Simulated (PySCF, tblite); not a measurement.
**C4H10PSi radical: geometry, infrared bands and EPR parameters**

Aim: predict the infrared bands and EPR parameters of C4H10PSi radical (`P[Si@@H]1C[CH]CC1`).

Computed with tblite 0.8.0 and PySCF 2.14.0, with density-fitted response routines of our own, on a single molecule in the gas phase. Atoms are numbered from 0 throughout.

## Step 1: The starting structure

16 atoms, charge 0, multiplicity 2; geometry from: force field or distance geometry start.

Bonds of the start (Å): P0–Si1 2.20, Si1–C2 1.85, C2–C3 1.49, C3–C4 1.48, C4–C5 1.48, C5–Si1 1.87, P0–H6 1.44, P0–H7 1.44, Si1–H8 1.45, C2–H9 1.11, C2–H10 1.11, C3–H11 1.13, C4–H12 1.10, C4–H13 1.12, C5–H14 1.12, C5–H15 1.08.

## Step 2: Relaxing the molecule with GFN2-xTB

Job settings and geometry (Å):

```
{"job": {"kind": "relax", "xc": "GFN2-xTB", "basis": "xTB"}, "charge": 0, "multiplicity": 2}
P      2.536400     0.091600     0.864100
Si     0.876500     0.232000    -0.570800
C     -0.322600     1.478800     0.092100
C     -1.634000     0.826500    -0.197700
C     -1.581300    -0.640900    -0.047900
C     -0.294700    -1.227000    -0.501100
H      3.819900     0.326600     0.248600
H      2.546700    -1.104200     1.662800
H      1.298900     0.467500    -1.937000
H     -0.191200     1.663600     1.174000
H     -0.187300     2.404600    -0.497000
H     -2.358200     1.203100     0.578100
H     -1.821900    -0.965900     0.978400
H     -2.375700    -1.075300    -0.710800
H      0.043900    -1.925400     0.303400
H     -0.363000    -1.746700    -1.450600
```

The run is started by

```bash
$ OMP_NUM_THREADS=1 python probes_run.py task.json out
```

This one command runs all jobs of the session in turn.

**Question.** This job is followed by: GFN2-xTB harmonic vibrations, gas phase; UKS B3LYP, pcH-1 on C H P Si, non-relativistic, mean-field spin-orbit, GIAO. Predict these results of the whole session: strongest single infrared mode (GFN2-xTB); zero-point energy (GFN2-xTB); g(iso) (B3LYP); ⟨S²⟩; largest a(iso) (averaged by class); surface potential, 1st and 99th percentile.

As calculated:

```
                                 quantity                    value
strongest single infrared mode (GFN2-xTB)    2155 cm⁻¹, 297 km/mol
             zero-point energy (GFN2-xTB)            76.6 kcal/mol
                           g(iso) (B3LYP)                  2.00262
                                     ⟨S²⟩       0.754 (exact 0.75)
       largest a(iso) (averaged by class)  29Si on Si1, -118.8 MHz
    surface potential, 1st and 99th percentile       -0.80 V and 0.87 V
```

What this shows: Over 139 steps the energy fell by 1.504 eV; of the close pairs, Si1–C2 changed most, 1.853 to 1.943 Å. No mode is imaginary among the 42: a minimum at this level. The strongest single mode, at 2155 cm⁻¹, moves mainly H8. GFN2-xTB is a fitted tight-binding method: band positions and strengths are rough. Its intensities can rank the bands wrongly. Most of the unpaired spin sits on C3 (0.96 e). The isotropic g lies 0.3 ppt above the free-electron value.
